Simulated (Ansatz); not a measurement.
**Ru (hcp type): how the settings move a single-point run**

Aim: see which settings change the result for Ru (hcp type), by how much, and at what cost.

Method: reference: DFT, PBE, all-electron LAPW, scalar-relativistic, in Ansatz 0.2.0.

**1. The structure to begin with**

Symmetry: P6_3/mmc, No. 194, hexagonal system. The conventional cell has a = 2.721 Å, b = 2.721 Å, c = 4.296 Å, α = 90.00°, β = 90.00°, γ = 120.00°. Ru (site symmetry -6m2) is surrounded by 12 Ru at 2.66 to 2.72 Å.

Coordinates:

```cif
data_structure
_symmetry_space_group_name_H-M 'P 1'
_symmetry_Int_Tables_number 1
_cell_length_a 2.7207
_cell_length_b 2.7207
_cell_length_c 4.2961
_cell_angle_alpha 90.000
_cell_angle_beta 90.000
_cell_angle_gamma 120.000
_cell_volume 27.54
loop_
_atom_site_label
_atom_site_type_symbol
_atom_site_fract_x
_atom_site_fract_y
_atom_site_fract_z
_atom_site_occupancy
Ru1 Ru 0.66667 0.33333 0.25000 1
Ru2 Ru 0.33333 0.66667 0.75000 1
```

**2. The reference run**

Input file input.yaml:

```yaml
crystal:
  lattice:
    - [1.3603692281, -2.3562286201, 0.0]
    - [1.3603692281, 2.3562286201, 0.0]
    - [0.0, 0.0, 4.2960587738]
  atoms:
    - { symbol: Ru, position: [0.666666667, 0.333333333, 0.25] }
    - { symbol: Ru, position: [0.333333333, 0.666666667, 0.75] }
kpoints:
  mp_grid: { grid: [14, 14, 8] }
scf:
  occupations: { method: fermi_dirac, width: 0.08 }
hamiltonian:
  xc: pbe
  pseudopotentials: { kind: all_electron, lapw: { basis_error: 0.001 } }
output:
  forces: true
  stress: true
  eigenvalues: true
```

Started as:

```
> ansatz run input.yaml --threads 2 --pin off --max-ram 4096MiB --backend cpu --events-out ev --progress --plain --runs-dir out
```

**3. Variant: mp_grid.shift [0.5, 0.5, 0.5], occupations.method tetrahedron, width left out**

Edit input.yaml of step 2 so:

```diff
@@ -9,5 +9,5 @@
 kpoints:
-  mp_grid: { grid: [14, 14, 8] }
+  mp_grid: { grid: [14, 14, 8], shift: [0.5, 0.5, 0.5] }
 scf:
-  occupations: { method: fermi_dirac, width: 0.08 }
+  occupations: { method: tetrahedron }
 hamiltonian:
```

Q: Predict the outcome of this session. Wanted: for each run, ending; energy change; pressure; gap; force.

The runs gave:

```csv
run,ending,energy change,pressure (GPa),gap (eV),force (eV/Å),cycles,time
reference,converged,0,0.0,0.00,0.00,8,11 s
"1: mp_grid.shift [0.5, 0.5, 0.5], occupations.method tetrahedron, width left out",converged,-1.1 meV/atom (σ→0),-0.2,0.00,0.00,8,19 s
```

Residual by cycle in the longest SCF loop of each run; runs are numbered as in the table. The quantity is the density residual dr2, in eV.

```csv
cycle,reference,run 1
1,0.327,0.329
2,0.0251,0.0258
3,0.0227,0.0232
4,0.00537,0.0055
5,4.3e-4,4.5e-4
6,1.0e-5,1.1e-5
7,2.9e-7,2.9e-7
8,2.0e-8,3.6e-8
```

Changing the k-point mesh and smearing moves the energy by -1.1 meV/atom (σ→0 values). More than one kind of setting changed, and this run alone doesn't tell their shares apart. Cost: 19 s against 11 s.
